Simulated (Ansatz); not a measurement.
# ZrCl4 (zirconium tetrachloride) at revPBE/def2-SVP (core potential)

What is the energy change on altering one bond length of ZrCl4 (zirconium tetrachloride) at revPBE/def2-SVP (core potential)? 

Program for the calculation: Ansatz 0.2.0.

2 further runs of the same task are left out: 2 set aside as unsound or not needed.

### 1 The structure to begin with

ZrCl4: 5 atoms, total charge 0, spin state singlet. As SMILES, `Cl[Zr](Cl)(Cl)Cl`. The shape is that of a PBE0-D4/def2-TZVP optimisation.

Bond lengths: Cl1–Zr2 2.316 Å, Zr2–Cl3 2.316 Å, Zr2–Cl4 2.316 Å, Zr2–Cl5 2.316 Å. Angles: Cl1–Zr2–Cl3 109.5°, Cl1–Zr2–Cl4 109.5°, Cl1–Zr2–Cl5 109.5°, Cl3–Zr2–Cl4 109.5°, Cl3–Zr2–Cl5 109.5°, Cl4–Zr2–Cl5 109.5°.

### 2 A single-point energy at revPBE/def2-SVP (core potential)

Contents of job.yaml:

```yaml
basis:
  gaussian:
    orbitals: def2-SVP
crystal:
  periodic: [false, false, false]
  atoms:
    - symbol: Cl
      position_ang: [-0.109970, -0.230800, 2.301810]
    - symbol: Zr
      position_ang: [0.000020, 0.000000, -0.000020]
    - symbol: Cl
      position_ang: [1.545400, -1.499220, -0.853260]
    - symbol: Cl
      position_ang: [-2.081750, -0.430080, -0.919260]
    - symbol: Cl
      position_ang: [0.646280, 2.160110, -0.529270]
hamiltonian:
  xc: {name: revPBE}
accuracy: high
output: {orbitals: {seedname: orbitals}}
```

On the command line:

```sh
ansatz run job.yaml --threads 1 --pin off --max-ram 3480MiB --events-out events.jsonl --progress --plain --runs-dir runs
```

The program printed:

```text
Warning: RAYON_NUM_THREADS=1 ignored (pool sized by the plan → 1); use --threads N
Functional definition: revPBE
  name "revPBE"
  parameter kappa = 1.245
  parameter beta = 0.06672455060314922
  exchange = pbe_x(kappa = kappa, mu = beta*pi^2/3)
  correlation = pbe_c(beta = beta)
2057 factors; integrals over basis functions are off by at most 7.0e-8 eV
mean field evaluation 1: about -51355.2965 eV, gradient 1.7e1 eV
mean field evaluation 2: about -51355.4754 eV, gradient 1.5e1 eV
mean field evaluation 4: about -51356.0028 eV, gradient 1.2e0 eV
mean field evaluation 8: about -51356.0018 eV, gradient 3.8e-3 eV
mean field evaluation 16: about -51356.0018 eV, gradient 3.8e-7 eV
mean field -51356.00183247 eV, -1887.2982569950 hartree, gradient 4.7e-8 eV, S^2 0.000000; 0 other end points of the search recorded, 0 dependent functions left out
reference -51356.00183945 eV, -1887.2982572513 hartree; 40, 40 occupied and 63, 63 virtual orbitals, 2057 factors
Total energy: -51356.00183945 eV, -1887.2982572513 hartree
```

It took 6.3 s on 1 thread of Intel Xeon 6975P-C (Granite Rapids), shared host; peak memory 0.3 GiB.

### 3 The distorted shape

Contents of in.yaml:

```yaml
crystal:
  periodic: [false, false, false]
  atoms:
    - {symbol: Cl, position_ang: [0.202322, -0.166283, 2.439708]}
    - {symbol: Zr, position_ang: [0.312312, 0.064517, 0.137878]}
    - {symbol: Cl, position_ang: [1.857692, -1.434703, -0.715362]}
    - {symbol: Cl, position_ang: [-2.081750, -0.430080, -0.919260]}
    - {symbol: Cl, position_ang: [0.958572, 2.224627, -0.391372]}
basis:
  gaussian: {orbitals: def2-SVP}
hamiltonian: {xc: {name: revPBE}}
accuracy: high
output: {orbitals: {seedname: orbitals}}
```

On the command line:

```sh
ansatz run in.yaml --threads 1 --pin off --max-ram 3480MiB --events-out events.jsonl --progress --plain --runs-dir runs
```

The program printed (excerpt; [...] marks lines left out):

```text
Warning: RAYON_NUM_THREADS=1 ignored (pool sized by the plan → 1); use --threads N
[... 6 set-up lines as earlier in the session ...]
2062 factors; integrals over basis functions are off by at most 5.0e-9 eV
mean field evaluation 1: about -51354.5319 eV, gradient 1.9e1 eV
mean field evaluation 2: about -51344.0436 eV, gradient 6.6e1 eV
mean field evaluation 4: about -51355.4562 eV, gradient 5.5e0 eV
mean field evaluation 8: about -51355.5378 eV, gradient 3.4e-1 eV
mean field evaluation 16: about -51355.5382 eV, gradient 4.5e-5 eV
mean field -51355.53817572 eV, -1887.2812179238 hartree, gradient 4.2e-8 eV, S^2 0.000000; 0 other end points of the search recorded, 0 dependent functions left out
reference -51355.53818287 eV, -1887.2812181863 hartree; 40, 40 occupied and 63, 63 virtual orbitals, 2062 factors
Total energy: -51355.53818287 eV, -1887.2812181863 hartree
```

Wall time 6.6 s (1 thread of Intel Xeon 6975P-C (Granite Rapids), shared host); peak memory 0.31 GiB.

### 4 What came out

Level: revPBE/def2-SVP (core potential).

| quantity | value |
| --- | --- |
| first shape: total energy | -1887.29826 Eh |
| first shape: HOMO energy | -8.25 eV |
| first shape: LUMO energy | -3.28 eV |
| first shape: HOMO–LUMO gap | 4.97 eV |
| distorted shape: total energy | -1887.28122 Eh |
| distorted shape: HOMO energy | -7.44 eV |
| distorted shape: LUMO energy | -3.76 eV |
| distorted shape: HOMO–LUMO gap | 3.69 eV |
| energy change with the Zr2–Cl4 bond stretched from 2.316 to 2.663 Å | 0.464 eV |

In words: With the Zr2–Cl4 bond stretched from 2.316 to 2.663 Å the energy rises by 0.46 eV (44.7 kJ/mol). The first shape isn't relaxed at this level, so the change isn't measured from a minimum.
